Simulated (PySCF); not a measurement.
# [HfH3(H2O)]+: other functionals and bases at one geometry

Aim: see how levels, charges and forces of [HfH3(H2O)]+ depend on the level of theory. The structure is generated, not taken from experiment.

Computed with PySCF 2.14.0. Level: several levels, as the steps say, no spin–orbit coupling.

1 further run of the same task is left out (for a known fault of the program).

### Step 1. The starting structure

7 atoms, charge 1, spin multiplicity 1.

Bond lengths: Hf1–H2 1.805 Å, Hf1–H3 1.804 Å, Hf1–H4 1.805 Å, Hf1–O5 2.189 Å, O5–H6 0.975 Å, O5–H7 0.975 Å. Angles: H2–Hf1–H3 107.8°, H2–Hf1–H4 109.9°, H2–Hf1–O5 111.5°, H3–Hf1–H4 107.8°, H3–Hf1–O5 108.3°, H4–Hf1–O5 111.5°, Hf1–O5–H6 126.7°, Hf1–O5–H7 126.7°, H6–O5–H7 106.7°.

As a file:

```
Hf    0.13770   -0.10233    0.10233
H     1.17246    0.90016    1.19019
H    -0.90890   -1.14165    1.14165
H     1.17246   -1.19019   -0.90016
O    -1.15659    1.14617   -1.14617
H    -1.49566    2.03421   -0.92772
H    -1.49566    0.92772   -2.03421
```

Formal oxidation states: Hf +4. An earlier session relaxed this geometry at PBE0, Hf def2-SVP with ECP60, H def2-SVP, O def2-SVP (singlet, point group Cs).

At PBE0 on the finer grid: E = -125.767249 Eh, HOMO -13.32 eV, LUMO -7.26 eV, Mulliken charge on Hf1 +1.31 e, largest force component 0.008 eV/Å. 

Levels to run: wB97X; PBE; PBE0, TZVP. Hardware: 2 threads of Intel Xeon Platinum 8488C (Sapphire Rapids), shared host.

### Step 2. wB97X

Contents of run.py (the lines that set the calculation):

```python
mol = gto.M(atom='''
Hf     0.13770    -0.10233     0.10233
H      1.17246     0.90016     1.19019
H     -0.90890    -1.14165     1.14165
H      1.17246    -1.19019    -0.90016
O     -1.15659     1.14617    -1.14617
H     -1.49566     2.03421    -0.92772
H     -1.49566     0.92772    -2.03421''',
    basis={'Hf': 'def2-SVP', 'H': 'def2-SVP', 'O': 'def2-SVP'},
    ecp={'Hf': 'def2-SVP'},
    charge=1, spin=0)
mf = dft.RKS(mol, xc='WB97X')
mf.grids.atom_grid = (75, 302)
mf = mf.density_fit()  # fitting sets: Hf def2-universal-JKFIT, H def2-universal-JKFIT, O def2-universal-JKFIT
mf.conv_tol = 1e-08; mf.max_cycle = 55
mf.kernel(dm0)  # dm0: the density of the relaxed state
```

On the command line:

```sh
OMP_NUM_THREADS=2 python run.py
```

### Step 3. PBE

Changes to run.py (the lines that set the calculation) since step 2:

```diff
@@ -11,3 +11,3 @@
     charge=1, spin=0)
-mf = dft.RKS(mol, xc='WB97X')
+mf = dft.RKS(mol, xc='PBE')
 mf.grids.atom_grid = (75, 302)
```

### Step 4. PBE0, TZVP

Basis: Hf def2-TZVP with ECP60, H def2-TZVP, O def2-TZVP. 

Changes to run.py (the lines that set the calculation) since step 3:

```diff
@@ -8,6 +8,6 @@
 H     -1.49566     0.92772    -2.03421''',
-    basis={'Hf': 'def2-SVP', 'H': 'def2-SVP', 'O': 'def2-SVP'},
-    ecp={'Hf': 'def2-SVP'},
+    basis={'Hf': 'def2-TZVP', 'H': 'def2-TZVP', 'O': 'def2-TZVP'},
+    ecp={'Hf': 'def2-TZVP'},
     charge=1, spin=0)
-mf = dft.RKS(mol, xc='PBE')
+mf = dft.RKS(mol, xc='PBE0')
 mf.grids.atom_grid = (75, 302)
@@ -15,2 +15,2 @@
 mf.conv_tol = 1e-08; mf.max_cycle = 55
-mf.kernel(dm0)  # dm0: the density of the relaxed state
+mf.kernel(dm0)  # dm0: free metal ions and neutral atoms
```

**Question.** What will these runs give? Wanted: for each run, HOMO; gap; charge on Hf1; dipole; largest force.

The runs gave:

| level | state | HOMO (eV) | gap (eV) | charge on Hf1 (e) | dipole (D) | largest force (eV/Å) | basis functions | time |
| --- | --- | --- | --- | --- | --- | --- | --- | --- |
| PBE0 (relaxed here) | singlet | -13.32 | 6.06 | 1.31 | 7.04 | 0.01 | 71 | 8.4 s |
| wB97X | singlet | -15.78 | 10.74 | 1.40 | 7.25 | 0.07 | 71 | 3.9 s |
| PBE | singlet | -12.01 | 3.68 | 1.17 | 6.90 | 0.44 | 71 | 3.8 s |
| PBE0, TZVP | singlet | -13.38 | 6.11 | 0.96 | 7.05 | 0.20 | 101 | 6.4 s |

Times are on 2 threads of Intel Xeon Platinum 8488C (Sapphire Rapids), shared host; the first row also made further properties. The dipole of a charged species depends on the origin, so these sizes hold for this origin alone.

In one basis the HOMO–LUMO gap runs from 3.68 eV (PBE) to 10.74 eV (wB97X). The largest leftover force, 0.44 eV/Å with PBE, stands at a geometry relaxed at another level. The Mulliken charge on Hf spans +0.96 to +1.40 e over the levels. Total energies of different levels can't be compared. Spin–orbit coupling is left out throughout.
